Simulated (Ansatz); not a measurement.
# GaGe3 (Fm-3m) in Ansatz: convergence with wavefunction cutoff

Aim: find how far wavefunction cutoff must go before the results for GaGe3 settle, at PBE. This setting moves, with any that are tied to it; all else stays.

Everything below comes from runs of Ansatz 0.2.0. Logs are shortened: lines on timing, memory, paths and dates and some standing lists are left out, and cuts for length are marked.

**1. The structure**

The structure is cubic, space group Fm-3m (No. 225). Conventional cell: a = 6.774 Å, b = 6.774 Å, c = 6.774 Å, α = 90.00°, β = 90.00°, γ = 90.00°. Ge (site symmetry m-3m) has 8 Ge at 2.93 Å as nearest neighbours. Ge (site symmetry -43m) is surrounded by 4 Ge at 2.93 Å and 4 Ga at 2.93 Å. Ga (site symmetry m-3m) has 8 Ge at 2.93 Å as nearest neighbours.

The cell comes from a database or a generator and needn't be the stable form of this composition.

**2. With wavefunction cutoff 200 eV**

input.yaml reads:

```yaml
crystal:
  lattice:
    - [0.0, 3.387167, 3.387167]
    - [3.387167, 0.0, 3.387167]
    - [3.387167, 3.387167, 0.0]
  atoms:
    - { symbol: Ge, position: [0.5, 0.5, 0.5] }
    - { symbol: Ge, position: [0.75, 0.75, 0.75] }
    - { symbol: Ge, position: [0.25, 0.25, 0.25] }
    - { symbol: Ga, position: [0.0, 0.0, 0.0] }
hamiltonian:
  xc: pbe
  pseudopotentials: { kind: paw_fr }
magnetization:
  noncollinear: true
  spin_orbit: true
kpoints:
  mp_grid: { grid: [6, 6, 6] }
scf:
  occupations: { method: methfessel_paxton, width: 0.1 }
output:
  forces: true
  stress: true
  eigenvalues: true
basis:
  ecutwfc: "200 eV"
```

Potentials or basis: Ansatz PAW.

Started as:

```bash
> ansatz run input.yaml --threads 2 --pin off --max-ram 5632MiB --backend cpu --events-out ev --progress --plain --runs-dir out
```

Log:

```text
Warning: basis.ecutwfc = 200 eV is below the records' recommended 420 eV, and the density's cutoff is lower with it unless basis.ecutrho_ratio is high enough to keep the records' density cutoff: compare with a run at a higher cutoff
Warning: RAYON_NUM_THREADS=2 ignored (pool sized by the plan → 2); use --threads N
Engine: ansatz 0.2.0, aarch64-unknown-linux-gnu
Pseudopotentials: kind: paw_fr
Pseudopotential: Ge, paw_fr, valence charge 14, recommended cutoff 420 eV (normal), Ge.paw.azcp#standard-fr
Pseudopotential: Ga, paw_fr, valence charge 13, recommended cutoff 420 eV (normal), Ga.paw.azcp#standard-fr
Functional definition: PBE
  parameter kappa = 0.804
  parameter beta = 0.06672455060314922
  exchange = pbe_x(kappa = kappa, mu = beta*pi^2/3)
  correlation = pbe_c(beta = beta)
non-collinear run that drives no moment, with spin-orbit: no starting moment large enough to seed its density (crystal.atoms[].spin), no starting occupations that ask for one, no magnetisation constraint and no magnetic field, so the semilocal B_xc is pinned to zero
Crystal: 4 atoms, lattice volume = 77.721 Å³
Basis set: ecut = 200 eV, 531 PW (Γ), exchange–correlation on 48×48×48 points (8 copies of the dense FFT grid, shifted against one another)
Bands: 66, of which v1, the nominal top of the filled ones, is band 55 counted from 1 (54 counted from 0)
Symmetry: 48 space group operations + 48 with time reversal
Magnetic group: BNS 225.117 (UNI 1619), of the structure as read, at distance tolerance 4.3e-5 Å
k-points: 16 of 216
Projection manifold: j_resolved (fully-relativistic pseudo-atomic orbitals)
Non-local potential: Ge, projectors of the file, l = 0: 2, l = 1: 4, l = 2: 6, l = 3: 2
Non-local potential: Ga, projectors of the file, l = 0: 2, l = 1: 4, l = 2: 6, l = 3: 2
PAW form: soft (Blöchl's): semilocal exchange-correlation on the pseudo side does not see the compensation charge
PAW one-centre angular grid: Ge, 590 points (default); XC on 64 Gauss nodes
PAW one-centre angular grid: Ga, 590 points (default); XC on 64 Gauss nodes
Initial density: superposition of atomic densities (chi_scale 0.1, normalization cell, long waves kept (reshape's long-wave potential 0.00 eV rms))
Initial wavefunctions: pseudopotential atomic-orbital guess
Functional: x = pbe(κ = 0.804, μ = 0.2195149727645171), c = pbe(β = 0.06672455060314922)
SCF iter   1: F=—  HF=-16641.237278 eV  |F-HF|=—  |Δ(HF+E_count)|=         —  Δρ=5.62e-2  dr2=1.41e0  dr2_m=0.00e0 (ungated)  ethr=3.10e-3  |M|=0.00e0 ∫|m|=0.00e0 μB  |m|>n=0.0e0 m-floor=0.0e0 τ_xc=0.0e0  β_m=0.30  ⟨swp⟩=5.2  Hψ=1977  notcnv=0  defer=2
[... 20 lines left out ...]
Internal energy: -16633.654529 eV  (E = F + TS)
E sigma→0 (E₀):  -16633.652710 eV
Entropy (-TS):   0.002425 eV (0.606 meV/atom)
Fermi energy:    10.016484 eV
Step filling:    the computed levels leave a gap of 0.1393 eV = 1.4 smearing widths at the electron count; against every level under it full and every level over it empty, smearing changes F+E_penalty+E_count by +1.109 meV and its σ→0 estimate by +0.502 meV
--- Per-component energies (eV) ---
  E_band       = -565.568477
  E_kinetic    = 482.798867
  E_local      = -8275.354441  (includes V_loc(G=0)·N_el)
  E_nonlocal   = 1833.655285
  E_hartree    = 3674.002721
  E_xc         = -299.446163
  E_vxc        = -255.344414  (∫ρ·V_xc dr)
  E_paw        = -8196.281593  (= ΣΔE_a)
  E_vpaw       = -1699.319351  (= ΣTr[D̂ρ^β])
  E_aug_tail   = -0.027886  (compensation charges beyond the density's cutoff)
  E_ewald      = -5853.001319
  E_smearing   = 0.002425  (= −TS)
  E_closure    = -0.000000  (closes the sum)
  Σ components = -16633.652104   (vs F -16633.652104, Δ=0.00e0)
--- Forces (eV/Å), atoms counted from 1 ---
  atom   1  Ge     0.00000000    -0.00000000    -0.00000000
  atom   2  Ge     0.00000000     0.00000000     0.00000000
  atom   3  Ge    -0.00000000    -0.00000000     0.00000000
  atom   4  Ga     0.00000000    -0.00000000    -0.00000000
  max |Σ_I F_I| component: 4.63e-18 eV/Å
--- Stress (GPa, compression-positive) ---
       -4.662318       0.000000       0.000000
        0.000000      -4.662318       0.000000
       -0.000000       0.000000      -4.662318
  P = ⅓ Tr σ = -4.6623 GPa (-46.623 kbar)
--- Band table (eV; the first three rows and the last of 16) ---
  k-point 0: bands = ["-19.2808", "-19.2808", "-19.2808", "-19.2808", "-19.1840", "-19.1840", "-19.1840", "-19.1840", "-18.7670", "-18.7670", "-18.7670", "-18.7670", "-18.6690", "-18.6690", "-18.6609", "-18.6609", "-18.6609", "-18.6609", "-18.6057", "-18.6057", "-18.3489", "-18.3489", "-18.3489", "-18.3489", "-18.1096", "-18.1096", "-18.1096", "-18.1096", "-18.1073", "-18.1073", "-9.2042", "-9.2042", "-9.2042", "-9.2042", "-8.7268", "-8.7268", "-8.6620", "-8.6620", "-8.6620", "-8.6620", "-2.3883", "-2.3883", "4.1079", "4.1079", "5.2816", "5.2816", "8.4324", "8.4324", "8.5706", "8.5706", "8.6151", "8.6151", "8.6151", "8.6151", "8.7659", "8.7659", "8.9490", "8.9490", "8.9490", "8.9490", "10.2524", "10.2524", "10.4879", "10.4879", "10.4879", "10.4879"]
  k-point 1: bands = ["-19.1582", "-19.1582", "-19.1411", "-19.1411", "-19.1053", "-19.1053", "-18.9574", "-18.9574", "-18.7218", "-18.7218", "-18.6632", "-18.6632", "-18.6134", "-18.6134", "-18.5456", "-18.5456", "-18.3536", "-18.3536", "-18.3023", "-18.3023", "-18.2701", "-18.2701", "-18.2459", "-18.2459", "-18.0807", "-18.0807", "-18.0381", "-18.0381", "-18.0039", "-18.0039", "-9.1388", "-9.1388", "-9.0494", "-9.0494", "-8.6503", "-8.6503", "-8.5413", "-8.5413", "-8.5245", "-8.5245", "-2.1243", "-2.1243", "3.5338", "3.5338", "4.6792", "4.6792", "7.2804", "7.2804", "7.8351", "7.8351", "7.9542", "7.9542", "8.1810", "8.1810", "9.3858", "9.3858", "9.5350", "9.5350", "10.3759", "10.3759", "10.4933", "10.4933", "11.3804", "11.3804", "12.3601", "12.3601"]
  k-point 2: bands = ["-19.0040", "-19.0040", "-18.8707", "-18.8707", "-18.8274", "-18.8274", "-18.8085", "-18.8085", "-18.6905", "-18.6905", "-18.5825", "-18.5825", "-18.4221", "-18.4221", "-18.2789", "-18.2789", "-18.1720", "-18.1720", "-18.1564", "-18.1564", "-18.1473", "-18.1473", "-18.0592", "-18.0592", "-18.0391", "-18.0391", "-17.9574", "-17.9574", "-17.8699", "-17.8699", "-8.9701", "-8.9701", "-8.9633", "-8.9633", "-8.4791", "-8.4791", "-8.4475", "-8.4475", "-8.3818", "-8.3818", "-1.3293", "-1.3293", "1.7977", "1.7977", "4.2544", "4.2544", "6.1765", "6.1765", "7.5359", "7.5359", "7.6563", "7.6563", "8.5919", "8.5919", "8.7223", "8.7223", "9.5354", "9.5354", "12.0779", "12.0779", "12.2052", "12.2052", "14.2613", "14.2613", "14.4913", "14.4913"]
  k-point 15: bands = ["-18.9458", "-18.9458", "-18.8648", "-18.8648", "-18.8128", "-18.8128", "-18.7926", "-18.7926", "-18.7253", "-18.7253", "-18.6977", "-18.6977", "-18.3340", "-18.3340", "-18.2267", "-18.2267", "-18.1781", "-18.1781", "-18.1598", "-18.1598", "-18.1448", "-18.1448", "-18.0781", "-18.0781", "-17.9611", "-17.9611", "-17.8454", "-17.8454", "-17.7975", "-17.7975", "-8.9965", "-8.9965", "-8.9196", "-8.9196", "-8.4955", "-8.4955", "-8.4258", "-8.4258", "-8.3052", "-8.3052", "0.8437", "0.8437", "1.1519", "1.1519", "1.7861", "1.7861", "3.1493", "3.1493", "6.9372", "6.9372", "7.3419", "7.3419", "9.8486", "9.8486", "10.3798", "10.3798", "13.3202", "13.3202", "13.9486", "13.9486", "14.0928", "14.0928", "14.4722", "14.4722", "15.4447", "15.4447"]
```

It took 3.2 s on 2 threads of Arm Neoverse V2, shared host; peak memory 0.47 GiB.

What came out:

| Property | Result |
| --- | --- |
| Free energy | -16633.6521 eV |
| Pressure | -4.7 GPa |
| Band gap on the k mesh | none (metal or under the smearing width) |

**3. With wavefunction cutoff 250 eV**

Edit input.yaml of step 2 so:

```diff
@@ -25,2 +25,2 @@
 basis:
-  ecutwfc: "200 eV"
+  ecutwfc: "250 eV"
```

Potentials or basis: Ansatz PAW.

Started as:

```bash
> ansatz run input.yaml --threads 2 --pin off --max-ram 5632MiB --backend cpu --events-out ev --progress --plain --runs-dir out
```

Run time: 3.9 s. Hardware: 2 threads of Arm Neoverse V2, shared host; peak memory 0.49 GiB.

What came out:

```yaml
Free_energy: -16662.2237 eV
Pressure: 0.3 GPa
Band_gap_on_the_k_mesh: none (metal or under the smearing width)
```

**4. With wavefunction cutoff 300 eV**

Edit input.yaml of step 3 so:

```diff
@@ -25,2 +25,2 @@
 basis:
-  ecutwfc: "250 eV"
+  ecutwfc: "300 eV"
```

Started as:

```bash
> ansatz run input.yaml --threads 2 --pin off --max-ram 5632MiB --backend cpu --events-out ev --progress --plain --runs-dir out
```

It took 4.5 s on 2 threads of Arm Neoverse V2, shared host; peak memory 0.52 GiB.

Results:

| Quantity | Value |
| --- | --- |
| Free energy | -16666.6941 eV |
| Pressure | 0.4 GPa |
| Band gap on the k mesh | none (metal or under the smearing width) |

**5. With wavefunction cutoff 350 eV**

Edit input.yaml of step 4 so:

```diff
@@ -25,2 +25,2 @@
 basis:
-  ecutwfc: "300 eV"
+  ecutwfc: "350 eV"
```

Started as:

```bash
> ansatz run input.yaml --threads 2 --pin off --max-ram 5632MiB --backend cpu --events-out ev --progress --plain --runs-dir out
```

Run time: 5.3 s. Hardware: 2 threads of Arm Neoverse V2, shared host; peak memory 0.56 GiB.

Results:

| Quantity | Value |
| --- | --- |
| Free energy | -16667.1497 eV |
| Pressure | 0.4 GPa |
| Band gap on the k mesh | none (metal or under the smearing width) |

**6. With wavefunction cutoff 400 eV**

Edit input.yaml of step 5 so:

```diff
@@ -25,2 +25,2 @@
 basis:
-  ecutwfc: "350 eV"
+  ecutwfc: "400 eV"
```

Potentials or basis: Ansatz PAW.

Started as:

```bash
> ansatz run input.yaml --threads 2 --pin off --max-ram 5632MiB --backend cpu --events-out ev --progress --plain --runs-dir out
```

Run time: 6.9 s. Hardware: 2 threads of Arm Neoverse V2, shared host; peak memory 0.58 GiB.

Results (log left out):

```yaml
Free_energy: -16667.1764 eV
Pressure: 0.4 GPa
Band_gap_on_the_k_mesh: none (metal or under the smearing width)
```

**7. With wavefunction cutoff 450 eV**

Edit input.yaml of step 6 so:

```diff
@@ -25,2 +25,2 @@
 basis:
-  ecutwfc: "400 eV"
+  ecutwfc: "450 eV"
```

Started as:

```bash
> ansatz run input.yaml --threads 2 --pin off --max-ram 5632MiB --backend cpu --events-out ev --progress --plain --runs-dir out
```

It took 7.2 s on 2 threads of Arm Neoverse V2, shared host; peak memory 0.64 GiB.

It converged, with:

```
Free energy            : -16667.1797 eV
Pressure               : 0.4 GPa
Band gap on the k mesh : none (metal or under the smearing width)
```

**8. With wavefunction cutoff 500 eV**

Edit input.yaml of step 7 so:

```diff
@@ -25,2 +25,2 @@
 basis:
-  ecutwfc: "450 eV"
+  ecutwfc: "500 eV"
```

Started as:

```bash
> ansatz run input.yaml --threads 2 --pin off --max-ram 5632MiB --backend cpu --events-out ev --progress --plain --runs-dir out
```

Wall time 8 s (2 threads of Arm Neoverse V2, shared host); peak memory 0.67 GiB.

Results (log left out):

```
Free energy            : -16667.1821 eV
Pressure               : 0.4 GPa
Band gap on the k mesh : none (metal or under the smearing width)
```

**9. With wavefunction cutoff 600 eV**

Edit input.yaml of step 8 so:

```diff
@@ -25,2 +25,2 @@
 basis:
-  ecutwfc: "500 eV"
+  ecutwfc: "600 eV"
```

Potentials or basis: Ansatz PAW.

Started as:

```bash
> ansatz run input.yaml --threads 2 --pin off --max-ram 5632MiB --backend cpu --events-out ev --progress --plain --runs-dir out
```

Wall time 10 s (2 threads of Arm Neoverse V2, shared host); peak memory 0.76 GiB.

Results (log left out):

```
Free energy            : -16667.1830 eV
Pressure               : 0.4 GPa
Band gap on the k mesh : none (metal or under the smearing width)
```

**10. With wavefunction cutoff 800 eV**

Edit input.yaml of step 9 so:

```diff
@@ -25,2 +25,2 @@
 basis:
-  ecutwfc: "600 eV"
+  ecutwfc: "800 eV"
```

Started as:

```bash
> ansatz run input.yaml --threads 2 --pin off --max-ram 5632MiB --backend cpu --events-out ev --progress --plain --runs-dir out
```

Run time: 16 s. Hardware: 2 threads of Arm Neoverse V2, shared host; peak memory 0.94 GiB.

Results (log left out):

* Free energy: -16667.1832 eV
* Pressure: 0.4 GPa
* Band gap on the k mesh: none (metal or under the smearing width)

**11. The series at a glance**

```tsv
wavefunction cutoff	energy less the tightest run, at zero smearing (meV/atom)	pressure (GPa)	SCF cycles	CPU time (s)	peak memory (GiB)
200 eV	8382.89	-4.66	8	6.1	0.47
250 eV	1239.88	0.29	8	7.5	0.49
300 eV	122.27	0.38	8	8.7	0.52
350 eV	8.37	0.42	8	10	0.56
400 eV	1.70	0.43	8	14	0.58
450 eV	0.87	0.43	8	14	0.64
500 eV	0.27	0.43	8	16	0.67
600 eV	0.05	0.43	8	20	0.76
800 eV	0.00	0.43	8	32	0.94
```

Against the tightest run, the energy stays within 1 meV/atom from 450 eV on; the pressure stays within 0.1 GPa from 300 eV on. The tightest run that finished is the yardstick and may itself not be fully converged.
